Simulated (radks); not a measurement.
# Ionisation of Lu²⁺: one atom, several choices of functional

The task here is to estimate one member of a computed series from the others.

Method: scalar-relativistic Kohn-Sham, spin-polarised, spherical densities, finite nucleus; open shells are filled with parallel spins first. Code: radks (a radial shooting solver on a logarithmic mesh, Libxc functionals) version 1.

### What is computed

| Property | Result |
| --- | --- |
| element | lutetium (Z = 71) |
| charge | +2 |
| electrons | 69 |
| configuration | [Xe] 4f14 6s1 |
| ion | Lu³⁺, [Xe] 4f14 |
| choices | exchange-only r2SCAN; AM05; PBE; TASK exchange with Perdew-Wang LDA correlation; exchange-only B88; B86b exchange with PBE correlation; BP86; Wu-Cohen GGA; LDA (Slater exchange, VWN5 correlation); SOGGA; exchange-only PBE |

The outer shells:

Lu²⁺
```
[Xe] core
4f [↑↓][↑↓][↑↓][↑↓][↑↓][↑↓][↑↓]
6s [↑ ]
```

Lu³⁺
```
[Xe] core
4f [↑↓][↑↓][↑↓][↑↓][↑↓][↑↓][↑↓]
```

Set-up of the first run:

Input:

```text
Z 71
configuration [Xe] 4f14 6s1
relativity scalar-relativistic
functional r2scan,
spin polarised
nucleus finite rms 5.37 fm
c 137.035999084
```

Among the steps run: exchange-only r2SCAN: Lu²⁺.

One of the session's tables, all rows but one given; the rest of the session is left out.

It belongs to the step «exchange-only r2SCAN: Lu²⁺». Radial moments (bohr):

```
  level     <r>  outermost maximum (interpolated)  90 % within  nodes
  5s up   1.172                              1.05         1.69      4
5s down   1.172                              1.05         1.69      4
  5p up   1.381                              1.19         2.03      3
5p down   1.372                              1.19         2.01      3
  4f up  0.7197                             0.470         1.24      0
4f down       ?                                 ?            ?      ?
  6s up   3.134                              2.83         4.48      5
6s down   3.145                              2.79         4.56      5
```

Q: Estimate the row for 4f down from the others.

The run gave: <r>: 0.7162; outermost maximum (interpolated): 0.470; 90 % within: 1.23; nodes: 0. In the column «<r>» it is the lowest.
